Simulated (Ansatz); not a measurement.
# KNb3O: what a guessed cell relaxes into

The task: take a trial cell of KNb3O to zero force and stress.

Method: DFT PBE, scalar-relativistic, plane waves, PAW, in Ansatz 0.2.0.

1 further run of the same task is left out (set aside as unsound or not needed).

## 1. The system as given

Symmetry: Pm-3m, No. 221, cubic system. Conventional cell: a = 4.319 Å, b = 4.319 Å, c = 4.319 Å, α = 90.00°, β = 90.00°, γ = 90.00°. K (site symmetry m-3m) has 12 Nb at 3.05 Å as nearest neighbours. Nb (site symmetry 4/mmm) has 2 O at 2.16 Å as nearest neighbours. Around O (site symmetry m-3m) lie 6 Nb at 2.16 Å.

As a file:

```cif
data_structure
_symmetry_space_group_name_H-M 'P 1'
_symmetry_Int_Tables_number 1
_cell_length_a 4.3193
_cell_length_b 4.3193
_cell_length_c 4.3193
_cell_angle_alpha 90.000
_cell_angle_beta 90.000
_cell_angle_gamma 90.000
_cell_volume 80.59
loop_
_atom_site_label
_atom_site_type_symbol
_atom_site_fract_x
_atom_site_fract_y
_atom_site_fract_z
_atom_site_occupancy
K1 K 0.00000 0.00000 0.00000 1
Nb1 Nb 0.50000 0.50000 0.00000 1
Nb2 Nb 0.50000 0.00000 0.50000 1
Nb3 Nb 0.00000 0.50000 0.50000 1
O1 O 0.50000 0.50000 0.50000 1
```

Recipe of the guess: species swapped into a database cell of InNi3N (Pm-3m, No. 221), with K on the In sites, Nb on the Ni sites and O on the N sites. Its size is a rough estimate.

## 2. Probe: one point on a coarse mesh

input.yaml

```yaml
crystal:
  lattice:
    - [4.31934753, 0.0, 0.0]
    - [0.0, 4.31934753, 0.0]
    - [0.0, 0.0, 4.31934753]
  atoms:
    - { symbol: K, position: [0.0, 0.0, 0.0] }
    - { symbol: Nb, position: [0.5, 0.5, 0.0] }
    - { symbol: Nb, position: [0.5, 0.0, 0.5] }
    - { symbol: Nb, position: [0.0, 0.5, 0.5] }
    - { symbol: O, position: [0.5, 0.5, 0.5] }
basis:
  ecutwfc: 420
kpoints:
  mp_grid: { grid: [4, 4, 4] }
hamiltonian:
  xc: pbe
scf:
  occupations: { method: gaussian, width: 0.1 }
  lower_state_search: "off"
output:
  forces: true
  stress: true
  eigenvalues: true
```

Started as:

```bash
> ansatz run input.yaml --threads 1 --pin off --max-ram 2560MiB --backend cpu --events-out ev --progress --plain --runs-dir out
```

Further runs follow: rough relaxation on the coarse mesh; full relaxation.

What does the calculation give? Wanted: conventional cell; volume; energy over the elements; gap on the mesh.

As calculated:

| quantity | value |
| --- | --- |
| symmetry at the end (tolerance 0.05 Å) | space group Pm-3m (No. 221) |
| conventional cell | a = 4.434 Å, b = 4.434 Å, c = 4.434 Å, α = 90.00°, β = 90.00°, γ = 90.00° |
| volume | 17.43 Å³/atom |
| energy over the elements (uncorrected; H, N, O, F and Cl as molecules) | +0.35 eV/atom |
| gap on the mesh | none (metal) |

The space group Pm-3m (No. 221) is kept, and the volume per atom grows by 8.1 % from the first guess. The formation energy is positive, so the separate elements lie lower. No finished test with a distortion of lower symmetry is shown, so the end may be a saddle point. Some metallic runs here have no spin polarisation while others do, so their energies compare only roughly. Other magnetic orders were not searched.
